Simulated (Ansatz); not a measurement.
# C₂H₈BFSi: up Jacob's ladder to CCSD(T)

One table from this session's results is given with a row withheld; the runs are named, their logs left out.

Computed with Ansatz 0.2.0, Gaussian basis. Level: functionals in def2-TZVPP, the program's frozen cores in correlated methods.

Levels to be run: PBE-D4, r2SCAN-D4, PBE0-D4, B3LYP-D4, ωB97X-V, ωB97M-V, B2PLYP; CCSD(T)/def2-TZVPP; MP2/def2-QZVPP; extrapolation to the limit.

### The geometry

All runs share one geometry, relaxed beforehand with PBE0-D4 in a triple-zeta def2 set.

13 atoms, charge 0, spin multiplicity 1.

Atoms are counted from 1 here; the program's logs count them from 0.

Bond lengths: B1–C2 1.533 Å, B1–H6 1.198 Å, B1–H7 1.199 Å, C2–Si3 1.878 Å, C2–H8 1.096 Å, C2–H9 1.095 Å, Si3–C4 1.852 Å, Si3–F5 1.606 Å, Si3–H10 1.485 Å, C4–H11 1.093 Å, C4–H12 1.094 Å, C4–H13 1.092 Å. Angles: C2–B1–H6 120.9°, C2–B1–H7 120.7°, H6–B1–H7 118.3°, B1–C2–Si3 110.5°, B1–C2–H8 114.0°, B1–C2–H9 114.0°, Si3–C2–H8 103.5°, Si3–C2–H9 103.4°, H8–C2–H9 110.3°, C2–Si3–C4 112.7°, C2–Si3–F5 106.7°, C2–Si3–H10 110.5°, C4–Si3–F5 108.6°, C4–Si3–H10 111.4°, F5–Si3–H10 106.5°, Si3–C4–H11 111.2°, Si3–C4–H12 110.1°, Si3–C4–H13 111.1° and more.

Set-up of the first run:

Input file in.yaml:

```yaml
crystal:
  periodic: [false, false, false]
  atoms:
    - {symbol: B, position_ang: [-1.770862, -0.378394, -0.706037]}
    - {symbol: C, position_ang: [-0.392889, -0.047555, -1.291128]}
    - {symbol: Si, position_ang: [0.706776, 0.732622, 0.016502]}
    - {symbol: C, position_ang: [0.973503, -0.372729, 1.478929]}
    - {symbol: F, position_ang: [2.126273, 1.010453, -0.681397]}
    - {symbol: H, position_ang: [-2.647877, 0.437773, -0.698894]}
    - {symbol: H, position_ang: [-1.976931, -1.439007, -0.187169]}
    - {symbol: H, position_ang: [0.176984, -0.925719, -1.614798]}
    - {symbol: H, position_ang: [-0.414981, 0.705966, -2.085895]}
    - {symbol: H, position_ang: [0.170969, 2.055086, 0.426219]}
    - {symbol: H, position_ang: [1.350900, -1.350733, 1.170438]}
    - {symbol: H, position_ang: [0.029959, -0.528963, 2.010201]}
    - {symbol: H, position_ang: [1.688475, 0.066703, 2.178028]}
basis:
  gaussian: {orbitals: def2-TZVPP}
hamiltonian: {xc: pbe, dispersion: d4}
output: {forces: true, orbitals: {seedname: orbitals}}
```

Run with:

```console
> ansatz run in.yaml --threads 4 --pin off --events-out ev --progress --plain --max-ram 10444MiB
```

Among the steps run: PBE-D4 (GGA); r2SCAN-D4 (meta-GGA); PBE0-D4 (hybrid); B3LYP-D4 (hybrid); ωB97X-V (range-separated); ωB97M-V (range-separated); B2PLYP (double hybrid); CCSD(T) in def2-TZVPP; MP2 in def2-QZVPP.

One table of the session follows, with a row left open; its other results are not shown here.

```
            method  atomisation energy (eV)
            PBE-D4                   51.086
         r2SCAN-D4                   50.884
           PBE0-D4                   50.661
          B3LYP-D4                   50.716
           ωB97X-V                   50.823
           ωB97M-V                   50.867
            B2PLYP                   50.238
     HF/def2-TZVPP                   39.307
    MP2/def2-TZVPP                   50.129
   CCSD/def2-TZVPP                        ?
CCSD(T)/def2-TZVPP                   49.543
           MP2/CBS                   51.241
       CCSD(T)/CBS                   50.655
```

Q: Estimate the row for CCSD/def2-TZVPP from the others.

**Answer.** atomisation energy (eV): 49.032. In the column «atomisation energy (eV)» it lies between HF/def2-TZVPP (39.307) and CCSD(T)/def2-TZVPP (49.543).

Among the levels timed on like hardware and quicker than the yardstick, those that no quicker one beats, quickest first: PBE-D4 (3 s, +0.431 eV); PBE0-D4 (4.2 s, +0.006 eV).

B2PLYP carry no dispersion term (for B3LYP, D4 adds 0.409 eV).
